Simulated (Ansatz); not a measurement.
# Zr2NbP3: the cost of one run

Computed with Ansatz 0.2.0 (DFT PBE, scalar-relativistic, plane waves, PAW, unless a step's input says otherwise).

### Step 1. Starting point

The structure is hexagonal, space group P6/mmm (No. 191). Conventional cell: a = 6.068 Å, b = 6.068 Å, c = 3.331 Å, α = 90.00°, β = 90.00°, γ = 120.00°. Around Zr (site symmetry -6m2) lie 6 P at 2.42 Å. Around Nb (site symmetry 6/mmm) lie 2 Nb at 3.33 Å and 12 P at 3.46 Å and 6 Zr at 3.50 Å. P (site symmetry mmm) has 4 Zr at 2.42 Å and 4 Nb at 3.46 Å as nearest neighbours.

Coordinates:

```xyz
6
Lattice="6.0684 0.0000 0.0000 -3.0342 5.2554 0.0000 0.0000 0.0000 3.3312" Properties=species:S:1:pos:R:3 pbc="T T T"
Zr    0.0000    3.5036    0.0000
Zr    3.0342    1.7518    0.0000
Nb    0.0000    0.0000    0.0000
P     3.0342    0.0000    1.6656
P     1.5171    2.6277    1.6656
P    -1.5171    2.6277    1.6656
```

The cell is invented: species swapped into a database cell of DyB2Ru3 (P6/mmm, No. 191), with Nb on the Dy sites, Zr on the B sites and P on the Ru sites. Lengths come from tabulated atomic sizes and are only a guess.

### Step 2. The guess as it stands, on a coarse mesh

The input, input.yaml:

```yaml
crystal:
  lattice:
    - [6.0683726, 0.0, 0.0]
    - [-3.0341863, 5.25536483, 0.0]
    - [0.0, 0.0, 3.33124326]
  atoms:
    - { symbol: Zr, position: [0.33333333, 0.66666667, 0.0] }
    - { symbol: Zr, position: [0.66666667, 0.33333333, 0.0] }
    - { symbol: Nb, position: [0.0, 0.0, 0.0] }
    - { symbol: P, position: [0.5, 0.0, 0.5] }
    - { symbol: P, position: [0.5, 0.5, 0.5] }
    - { symbol: P, position: [0.0, 0.5, 0.5] }
basis:
  ecutwfc: 420
kpoints:
  mp_grid: { grid: [3, 3, 6] }
hamiltonian:
  xc: pbe
scf:
  occupations: { method: gaussian, width: 0.1 }
  lower_state_search: "off"
output:
  forces: true
  stress: true
  eigenvalues: true
```

Launch:

```console
ansatz run input.yaml --threads 1 --pin off --max-ram 2048MiB --backend cpu --events-out ev --progress --plain --runs-dir out
```

What time and memory should one allow on 1 thread of AMD EPYC 7R13 (Zen 3), shared host?

About 2.7 s, with a peak of 0.45 GiB.
